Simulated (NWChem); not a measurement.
# One shape, several levels: triplet GeSiH5Cl

Wanted: a comparison of 6 runs (UHF/def2-SVP, UB3LYP/6-31G*, UB3LYP/def2-SVP, UM06-2X/def2-SVP, UPBE0/def2-SVP, UMP2/def2-SVP) of triplet GeSiH5Cl. 

The results are computed with NWChem 7.3.0.

3 further runs of the same task are left out: 2 that didn't finish, 1 set aside as unsound or not needed. Runs told in other sessions of the task aren't counted.

### 1 Starting point

The species is GeSiH5Cl (8 atoms), meant as a triplet with charge 0. SMILES of the parent species: `[SiH3][GeH2][Cl]`. Geometry: relaxed at PBE0-D4/def2-TZVP. That shape belongs to the parent species and isn't relaxed for this state.

Bond lengths: Si1–Ge2 2.380 Å, Ge2–Cl3 2.169 Å, Si1–H4 1.487 Å, Si1–H5 1.484 Å, Si1–H6 1.484 Å, Ge2–H7 1.537 Å, Ge2–H8 1.537 Å. Some angles: Si1–Ge2–Cl3 106.5°, Si1–Ge2–H7 114.0°, Si1–Ge2–H8 114.0°, Cl3–Ge2–H7 106.1°, Cl3–Ge2–H8 106.1°, Ge2–Si1–H4 109.5°, Ge2–Si1–H5 108.9°, Ge2–Si1–H6 108.9°, H7–Ge2–H8 109.6°, H4–Si1–H5 109.7°.

### 2 The energy at UHF/def2-SVP (run 1)

run.py reads:

```python
from ase import Atoms
from ase.calculators.nwchem import NWChem

molecule = Atoms(['Si', 'Ge', 'Cl', 'H', 'H', 'H', 'H', 'H'], positions=[
    [-0.863600, 0.827300, -0.302500],
    [0.738300, -0.882000, 0.118400],
    [1.963100, -0.183700, 1.766200],
    [-1.744900, 0.416200, -1.427300],
    [-0.149800, 2.078700, -0.658900],
    [-1.678500, 1.035600, 0.920200],
    [1.703100, -1.135200, -1.051200],
    [0.124600, -2.213900, 0.579200],
])

calc = NWChem(
    label='clgeh5si',
    theory='scf',
    memory='2200 mb',
    basis='def2-SVP',
    basispar='spherical bse',
    scf={'nopen': '2', 'uhf': None, 'thresh': '1e-08', 'maxiter': '80'},
    task='energy',
)
molecule.calc = calc

print("Total energy (eV):", round(molecule.get_potential_energy(), 6))
```

Run with:

```console
$ export ASE_NWCHEM_COMMAND="nwchem PREFIX.nwi > PREFIX.nwo"
$ python run.py
```

What it wrote:

```text
Total energy (eV): -76899.832242
```

The calculator wrote clgeh5si.nwi:

```
title "clgeh5si"

permanent_dir clgeh5si

scratch_dir clgeh5si

start clgeh5si

geometry units angstrom nocenter noautosym noautoz
  Si -8.6360000000000003e-01 8.2730000000000004e-01 -3.0249999999999999e-01
  Ge 7.3829999999999996e-01 -8.8200000000000001e-01 1.1840000000000001e-01
  Cl 1.9631000000000001e+00 -1.8370000000000000e-01 1.7662000000000000e+00
  H  -1.7448999999999999e+00 4.1620000000000001e-01 -1.4273000000000000e+00
  H  -1.4979999999999999e-01 2.0787000000000000e+00 -6.5890000000000004e-01
  H  -1.6785000000000001e+00 1.0356000000000001e+00 9.2020000000000002e-01
  H  1.7031000000000001e+00 -1.1352000000000000e+00 -1.0511999999999999e+00
  H  1.2460000000000000e-01 -2.2139000000000002e+00 5.7920000000000005e-01
end

memory 2200 mb

basis spherical bse noprint
   * library def2-SVP
end

scf
  nopen 2
  uhf
  thresh 1e-08
  maxiter 80
end

task scf energy
```

clgeh5si.nwo:

```text
Northwest Computational Chemistry Package (NWChem) 7.3.0
             --------------------------------------------------------

           Job information
           ---------------

    nwchem branch   = 7.3.0
    use scalapack   = T
    input           = clgeh5si.nwi
    prefix          = clgeh5si.
    data base       = clgeh5si/clgeh5si.db
    status          = startup
    nproc           =        1

           Memory information
           ------------------

    heap     =     72089596 doubles =      550.0 Mbytes
    stack    =     72089601 doubles =      550.0 Mbytes
    global   =    144179200 doubles =     1100.0 Mbytes (distinct from heap & stack)
    total    =    288358397 doubles =     2200.0 Mbytes
    verify   = yes
    hardfail = no

[... 38 lines left out ...]
            Nuclear Dipole moment (a.u.)
[... 89 lines left out ...]
 1-e energy   =   -4607.773991
[... 7 lines left out ...]
         Quadratically convergent UHF
[... 15 lines left out ...]
       Final UHF  results
[... 3 lines left out ...]
      One electron energy =  -4608.049387808165
[... 1 line left out ...]
 Nuclear repulsion energy =    338.365667693616
[... 57 lines left out ...]
          Final beta eigenvalues
[... 260 lines left out ...]
                     UHF Final Beta Molecular Orbital Analysis
[... 259 lines left out ...]
    Atom       Charge   Shell Charges
 -----------   ------   -------------------------------------------------------
    1 Si  14     0.52   0.00  0.00  0.02 -0.02  0.00  0.20  0.22  0.10
    2 Ge  32     1.05   0.00  0.00  0.00  0.03  0.06  0.00  0.00  0.33  0.52 -0.00  0.00  0.10
    3 Cl  17     0.27   0.00  0.00  0.03 -0.04  0.00  0.16  0.12 -0.00
[... 4 lines of this table left out ...]
    8 H    1    -0.00   0.01 -0.02  0.00

       Multipole analysis of the density wrt the origin
       ------------------------------------------------

     L   x y z        total         alpha         beta         nuclear
     -   - - -        -----         -----         ----         -------
     0   0 0 0     -0.000000    -35.000000    -33.000000     68.000000

     1   1 0 0     -0.820423    -41.597302    -40.788230     81.565109
[... 8 lines of this table left out ...]
     2   0 0 2    -38.997128   -130.288690   -121.255113    212.546675

 Task  times  cpu:       63.6s     wall:       63.6s
 Total times  cpu:       63.6s     wall:       63.6s
```

Run time: 65 s. Hardware: 1 thread of Intel Xeon Platinum 8259CL at 2.50GHz (Skylake/Cascade Lake), shared host; peak memory 0.1 GiB.

### 3 The energy at UB3LYP/6-31G(d) (spherical functions) (run 2)

clgeh5si.nw reads:

```
start clgeh5si
memory stack 880 mb heap 220 mb global 1100 mb

geometry units atomic noautosym nocenter noautoz
  Si    -1.63196748     1.56337042    -0.57164215
  Ge     1.39518480    -1.66673844     0.22374357
  Cl     3.70972136    -0.34714269     3.33763428
  H     -3.29738311     0.78650401    -2.69720610
  H     -0.28308097     3.92817370    -1.24514054
  H     -3.17190530     1.95700037     1.73892598
  H      3.21839256    -2.14521710    -1.98648010
  H      0.23545988    -4.18366467     1.09452937
end

basis spherical bse
  * library 6-31G*
end

dft
  xc b3lyp
  mult 3
  grid xfine
  convergence energy 1e-08
  maxiter 100
  mulliken
  print medium
end

task dft energy
```

Run with:

```console
$ nwchem clgeh5si.nw > clgeh5si.out
```

What it wrote:

```text
[...]
          Wavefunction type:  spin polarized.
          No. of atoms     :     8
          No. of electrons :    68
[...]
          Charge           :     0
          Spin multiplicity:     3
[...]
          AO basis - number of functions:    78
[...]
              XC Information
              --------------
                         B3LYP Method XC Potential
                     Hartree-Fock (Exact) Exchange  0.200
                        Slater Exchange Functional  0.800 local
                    Becke 1988 Exchange Functional  0.720 non-local
              Lee-Yang-Parr Correlation Functional  0.810
                  VWN I RPA Correlation Functional  0.190 local
[...]
 d= 0,ls=0.0,diis     1  -2829.2104188032 -3.17D+03  1.67D-02  9.87D-02     7.9
[...]
 d= 0,ls=0.0,diis    14  -2829.2868869077 -1.55D-09  1.80D-06  4.02D-11    94.3
[...]
         Total DFT energy =    -2829.286886907701
      One electron energy =    -4607.762719879472
           Coulomb energy =     1570.211272566566
    Exchange-Corr. energy =     -130.101082954895
 Nuclear repulsion energy =      338.365643360100
[...]
      Total Density - Mulliken Population Analysis
     ---------------------------------------------
    Atom       Charge   Shell Charges
 -----------   ------   -------------------------------------------------------
    1 Si  14    13.69   2.00  2.00  5.96  1.05  1.88  0.25  0.40  0.15
    2 Ge  32    32.42   2.00  2.00  6.00  2.00  5.99  1.38  2.21  0.06  0.59  6.84  2.94  0.41
    3 Cl  17    16.97   2.00  2.00  5.97  1.44  3.54  0.46  1.55  0.02
    4 H    1     1.03   0.51  0.53
    5 H    1     1.04   0.50  0.53
    6 H    1     1.04   0.50  0.53
    7 H    1     0.90   0.47  0.43
    8 H    1     0.90   0.47  0.43
[...]
      <S2> =      2.0032 (Exact =     2.0000)
[...]
```

Run time: 95 s. Hardware: 1 thread of Intel Xeon Platinum 8259CL at 2.50GHz (Skylake/Cascade Lake), shared host; peak memory 0.14 GiB.

Runs 3 to 5 aren't shown in full; the table further down has their settings and results.

### 4 The energy at UMP2/def2-SVP (run 6)

clgeh5si.nw reads:

```
start clgeh5si
title "ClGeH5Si mp2"
memory 2200 mb
geometry units bohr noautosym nocenter noautoz
 Si  -1.63196748   1.56337042  -0.57164215
 Ge   1.39518480  -1.66673844   0.22374357
 Cl   3.70972136  -0.34714269   3.33763428
 H   -3.29738311   0.78650401  -2.69720610
 H   -0.28308097   3.92817370  -1.24514054
 H   -3.17190530   1.95700037   1.73892598
 H    3.21839256  -2.14521710  -1.98648010
 H    0.23545988  -4.18366467   1.09452937
end
basis spherical bse
 * library def2-SVP
end
scf
 nopen 2
 uhf
 thresh 1e-08
 maxiter 80
 noprint "final vectors analysis"
end
mp2
 freeze core 19
 tight
end
task mp2
```

Run with:

```console
$ nwchem clgeh5si.nw > clgeh5si.out
```

What it wrote:

```text
[...]
  functions       =    93
[...]
  wavefunction    = UHF
[...]
         Total SCF energy =  -2826.016733356478
      One electron energy =  -4608.049339520579
      Two electron energy =   1443.666962804002
 Nuclear repulsion energy =    338.365643360100
                       Sz =      1.0000
                 Sz(Sz+1) =      2.0000
                      S^2 =      2.0135
[...]
          Total MP2 energy         -2826.482154155248
[...]
```

It took 72 s on 1 thread of Intel Xeon Platinum 8259CL at 2.50GHz (Skylake/Cascade Lake), shared host; peak memory 0.25 GiB.

### 5 All runs side by side

| run | level | iteration cap | module | energy (Eh) | dipole moment (D) of the reference | HOMO energy (eV) | ⟨S²⟩ | wall time |
| --- | --- | --- | --- | --- | --- | --- | --- | --- |
| 1 | UHF/def2-SVP | 80 | scf | -2826.016733 | 2.68 | -4.41 | 2.014 | 65 s |
| 2 | UB3LYP/6-31G* (spherical functions) | 100 | dft | -2829.286887 | 1.55 | -2.43 | 2.003 | 95 s |
| 3 | UB3LYP/def2-SVP | 100 | dft | -2829.111019 | 0.91 | -2.29 | 2.003 | 53 s |
| 4 | UM06-2X/def2-SVP | 100 | dft | -2828.980015 | 1.49 | -3.37 | 2.006 | 67 s |
| 5 | UPBE0/def2-SVP | 100 | dft | -2828.488896 | 1.07 | -2.59 | 2.004 | 50 s |
| 6 | UMP2/def2-SVP | 80 | mp2 | -2826.482154 | – | – | 2.014 | 72 s |

### 6 What came out

| quantity | value |
| --- | --- |
| run 6: total energy | -2826.48215 Eh |
| run 6: correlation energy (19 core orbitals frozen) | -465.4 mEh |
| run 6: ⟨S²⟩ of the reference determinant | 2.014 |

**Reading.** Over runs 1, 2, 3, 4, 5 the dipole moment (its size) runs from 0.91 D (UB3LYP/def2-SVP) to 2.68 D (UHF/def2-SVP). Totals of different functionals can't be ranked against each other. All runs together took 6.7 min, the longest 95 s.
